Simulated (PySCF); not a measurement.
# H8OSSi3: the cost of one run

Programs: PySCF 2.14.0, with density-fitted response routines of our own. Each step states its level of theory. These are calculated values for one molecule in the gas phase, unless marked as measured. Atoms are numbered from 0 throughout.

### 1 Starting geometry

13 atoms, charge 0, multiplicity 1; geometry from: GFN2-xTB. The atoms were then displaced at random by about 0.01 Å, so the start is not that level's minimum.

Bonds of the start (Å): Si0–O1 1.65, O1–Si2 1.63, Si2–Si3 2.26, Si3–S4 2.19, Si0–H5 1.42, Si0–H6 1.46, Si0–H7 1.48, Si2–H8 1.50, Si2–H9 1.46, Si3–H10 1.46, Si3–H11 1.47, S4–H12 1.34.

### 2 Relaxing the molecule at PBE0-D3(BJ)/def2-SVP

The job: settings as JSON, then the geometry in Å.

```
{"job": {"xc": "PBE0", "basis": "def2-SVP", "d3": "d3bj", "grid": 1, "shake": 0.01, "kind": "geom"}, "charge": 0, "multiplicity": 1}
Si     2.792550    -0.074650     0.027290
O      1.162050     0.077150     0.210930
Si    -0.304130     0.750650     0.461410
Si    -1.687760    -0.890090    -0.256680
S     -3.772470    -0.217410    -0.120600
H      3.098870    -1.323540     0.638880
H      3.010350    -0.033400    -1.418870
H      3.428470     1.085550     0.687030
H     -0.343470     1.110900     1.912070
H     -0.343220     2.004550    -0.287330
H     -1.584680    -1.332640    -1.640160
H     -1.804080    -2.113170     0.553720
H     -3.646650     0.939230    -0.778010
```

Launch:

```bash
> OMP_NUM_THREADS=1 python probes_run.py task.json out
```

One launch serves the whole session: the jobs run in the order shown.

**Question.** How long does this first job take on 1 thread of Arm Neoverse V2, shared host, and how much memory does it need?

About 2.1 min, with a peak of 0.53 GiB.
